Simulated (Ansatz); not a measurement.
# CH4GeSi: functionals against CCSD(T) at one geometry

The atoms stand at a structure displaced at random from a GFN2-xTB minimum. How far do the functionals agree with CCSD(T) there?

The runs use Ansatz 0.2.0, Gaussian basis; single points in def2-TZVPP.

Cores are frozen in the correlated methods. Filled d shells of the heavier atoms are correlated.

### Step 1. Starting geometry

SMILES `[SiH]#[C][GeH3]`, 7 atoms, charge 0, spin multiplicity 1.

Atoms are counted from 1 here; the program's logs count them from 0.

Bond lengths: Si1–C2 1.726 Å, Si1–H4 1.500 Å, C2–Ge3 1.822 Å, Ge3–H5 1.498 Å, Ge3–H6 1.701 Å, Ge3–H7 1.697 Å. Angles: C2–Si1–H4 173.9°, Si1–C2–Ge3 118.0°, C2–Ge3–H5 117.4°, C2–Ge3–H6 109.1°, C2–Ge3–H7 119.9°, H5–Ge3–H6 89.4°, H5–Ge3–H7 112.2°, H6–Ge3–H7 103.1°.

Coordinates:

```
Si   -1.25190   -1.67310   -0.04980
C    -1.08530    0.00150    0.33230
Ge    0.49440    0.81580   -0.06760
H    -1.50640   -3.13560   -0.26600
H     0.49300    1.80760   -1.18980
H     0.75840    2.08580    1.03240
H     1.94330   -0.06450    0.00730
```

### Step 2. CCSD(T)/def2-TZVPP

run/in.yaml

```yaml
crystal:
  periodic: [false, false, false]
  atoms:
    - {symbol: Si, position_ang: [-1.251900, -1.673100, -0.049800]}
    - {symbol: C, position_ang: [-1.085300, 0.001500, 0.332300]}
    - {symbol: Ge, position_ang: [0.494400, 0.815800, -0.067600]}
    - {symbol: H, position_ang: [-1.506400, -3.135600, -0.266000]}
    - {symbol: H, position_ang: [0.493000, 1.807600, -1.189800]}
    - {symbol: H, position_ang: [0.758400, 2.085800, 1.032400]}
    - {symbol: H, position_ang: [1.943300, -0.064500, 0.007300]}
basis:
  gaussian: {orbitals: def2-TZVPP}
correlation: {method: ccsd_t}
output: {forces: true}
```

The command line of these runs was not kept.

### Step 3. PBE0-D4/def2-TZVPP

Changes to run/in.yaml since step 2:

```diff
@@ -12,3 +12,3 @@
   gaussian: {orbitals: def2-TZVPP}
-correlation: {method: ccsd_t}
-output: {forces: true}
+hamiltonian: {xc: pbe0, dispersion: d4}
+output: {forces: true, orbitals: {seedname: orbitals}}
```

### Step 4. wB97M-V/def2-TZVPP

Changes to run/in.yaml since step 3:

```diff
@@ -12,3 +12,3 @@
   gaussian: {orbitals: def2-TZVPP}
-hamiltonian: {xc: pbe0, dispersion: d4}
-output: {forces: true, orbitals: {seedname: orbitals}}
+hamiltonian: {xc: {name: wB97M-V}}
+output: {forces: true}
```

### Step 5. r2SCAN-D4/def2-TZVPP

Changes to run/in.yaml since step 4:

```diff
@@ -12,3 +12,3 @@
   gaussian: {orbitals: def2-TZVPP}
-hamiltonian: {xc: {name: wB97M-V}}
+hamiltonian: {xc: r2scan, dispersion: d4}
 output: {forces: true}
```

### Step 6. PBE-D4/def2-TZVPP

Changes to run/in.yaml since step 5:

```diff
@@ -12,3 +12,3 @@
   gaussian: {orbitals: def2-TZVPP}
-hamiltonian: {xc: r2scan, dispersion: d4}
+hamiltonian: {xc: pbe, dispersion: d4}
 output: {forces: true}
```

### Step 7. B97M-V/def2-TZVPP

Changes to run/in.yaml since step 6:

```diff
@@ -12,3 +12,3 @@
   gaussian: {orbitals: def2-TZVPP}
-hamiltonian: {xc: pbe, dispersion: d4}
+hamiltonian: {xc: {name: B97M-V}}
 output: {forces: true}
```

### Step 8. LC-wPBE/def2-TZVPP

Changes to run/in.yaml since step 7:

```diff
@@ -12,3 +12,3 @@
   gaussian: {orbitals: def2-TZVPP}
-hamiltonian: {xc: {name: B97M-V}}
+hamiltonian: {xc: {name: LC-wPBE}}
 output: {forces: true}
```

(Steps that only read results are left out.)

Before running it: what results should come out? Wanted: energy less free atoms, CCSD(T)/def2-TZVPP; RMS force component; RMS force error; HOMO and LUMO, PBE0-D4; T1 diagnostic.

**Answer**, as computed:

```
                                  quantity                                                                                          value
energy less free atoms, CCSD(T)/def2-TZVPP                                                                                     -18.492 eV
                       RMS force component                                                           1.520 to 1.913 eV/Å over the methods
                           RMS force error  PBE0-D4 0.284, wB97M-V 0.376, r2SCAN-D4 0.206, PBE-D4 0.214, B97M-V 0.250, LC-wPBE 0.570 eV/Å
                    HOMO and LUMO, PBE0-D4                                                                             -6.81 and -2.66 eV
                             T1 diagnostic                                                                                          0.024
```

In words: Against CCSD(T) the functionals' energies less atoms differ by -0.664 to +0.595 eV, PBE-D4 by -0.610 eV. CCSD(T) in triple zeta still lacks some correlation energy of the bonds, so part of these gaps is its own basis error and they don't rank the functionals. The forces of r2SCAN-D4 come nearest to CCSD(T), those of LC-wPBE are farthest. The restricted Hartree–Fock reference is unstable towards an unrestricted one at one or more of these structures.
